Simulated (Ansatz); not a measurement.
# C6H5F3Ge: small, medium and large basis sets

The task here is to estimate one member of a computed series from the others.

Program: Ansatz 0.2.0, Gaussian basis. Level of theory: one geometry, several basis sets. These are calculated values, not measurements.

Levels to be run: PBE0-D4/def2-SVP; ωB97M-V/def2-SVP; PBE0-D4/def2-QZVPP; ωB97M-V/def2-QZVPP; the functionals' def2-TZVPP values are taken from earlier runs.

**The geometry**

All runs share one geometry, relaxed beforehand with PBE0-D4 in a triple-zeta def2 set.

15 atoms, charge 0, spin multiplicity 1.

Atoms are counted from 1 here; the program's logs count them from 0.

Bond lengths: F1–Ge2 1.714 Å, Ge2–F3 1.714 Å, Ge2–F4 1.714 Å, Ge2–C5 1.905 Å, C5–C6 1.392 Å, C5–C10 1.392 Å, C6–C7 1.386 Å, C6–H11 1.084 Å, C7–C8 1.387 Å, C7–H12 1.084 Å, C8–C9 1.387 Å, C8–H13 1.084 Å, C9–C10 1.386 Å, C9–H14 1.084 Å, C10–H15 1.084 Å. Angles: F1–Ge2–F3 104.5°, F1–Ge2–F4 107.0°, F1–Ge2–C5 112.5°, F3–Ge2–F4 104.5°, F3–Ge2–C5 115.2°, F4–Ge2–C5 112.4°, Ge2–C5–C6 119.8°, Ge2–C5–C10 119.9°, C6–C5–C10 120.3°, C5–C6–C7 119.7°, C5–C6–H11 120.5°, C7–C6–H11 119.9°, C6–C7–C8 120.0°, C6–C7–H12 119.8°, C8–C7–H12 120.2°, C7–C8–C9 120.3°, C7–C8–H13 119.8°, C9–C8–H13 119.8° and more.

The first run:

Contents of in.yaml:

```yaml
crystal:
  periodic: [false, false, false]
  atoms:
    - {symbol: F, position_ang: [-0.996814, -3.134915, -1.145986]}
    - {symbol: Ge, position_ang: [0.418978, -2.175084, -1.034671]}
    - {symbol: F, position_ang: [1.545387, -3.168590, -0.209468]}
    - {symbol: F, position_ang: [1.054034, -2.030644, -2.620245]}
    - {symbol: C, position_ang: [0.089446, -0.480851, -0.227393]}
    - {symbol: C, position_ang: [0.857510, 0.621733, -0.592554]}
    - {symbol: C, position_ang: [0.620768, 1.850466, 0.002781]}
    - {symbol: C, position_ang: [-0.378510, 1.978208, 0.956496]}
    - {symbol: C, position_ang: [-1.147315, 0.881209, 1.317171]}
    - {symbol: C, position_ang: [-0.916782, -0.350802, 0.726353]}
    - {symbol: H, position_ang: [1.633163, 0.526710, -1.344180]}
    - {symbol: H, position_ang: [1.216031, 2.710320, -0.280825]}
    - {symbol: H, position_ang: [-0.561852, 2.940845, 1.419759]}
    - {symbol: H, position_ang: [-1.930743, 0.985264, 2.058479]}
    - {symbol: H, position_ang: [-1.525101, -1.204468, 1.003585]}
basis:
  gaussian: {orbitals: def2-SVP}
hamiltonian: {xc: pbe0, dispersion: d4}
output: {orbitals: {seedname: orbitals}}
```

Command:

```console
ansatz run in.yaml --threads 4 --pin off --events-out ev --progress --plain --max-ram 66560MiB --backend cpu
```

Among the steps run: PBE0-D4 in def2-SVP; ωB97M-V in def2-SVP; PBE0-D4 in def2-QZVPP; ωB97M-V in def2-QZVPP.

One of the session's tables, all rows but one given; the rest of the session is left out.

It belongs to the step «Functionals by basis». 

| functional | basis | HOMO (eV) |
| --- | --- | --- |
| PBE0-D4 | def2-SVP | -8.14 |
| PBE0-D4 | def2-TZVPP | ? |
| PBE0-D4 | def2-QZVPP | -8.17 |
| ωB97M-V | def2-SVP | -10.22 |
| ωB97M-V | def2-TZVPP | -10.23 |
| ωB97M-V | def2-QZVPP | -10.25 |

Estimate the missing values for PBE0-D4, def2-TZVPP.

**Answer.** HOMO (eV): -8.15. In the column «HOMO (eV)» it lies between PBE0-D4, def2-QZVPP (-8.17) and PBE0-D4, def2-SVP (-8.14).
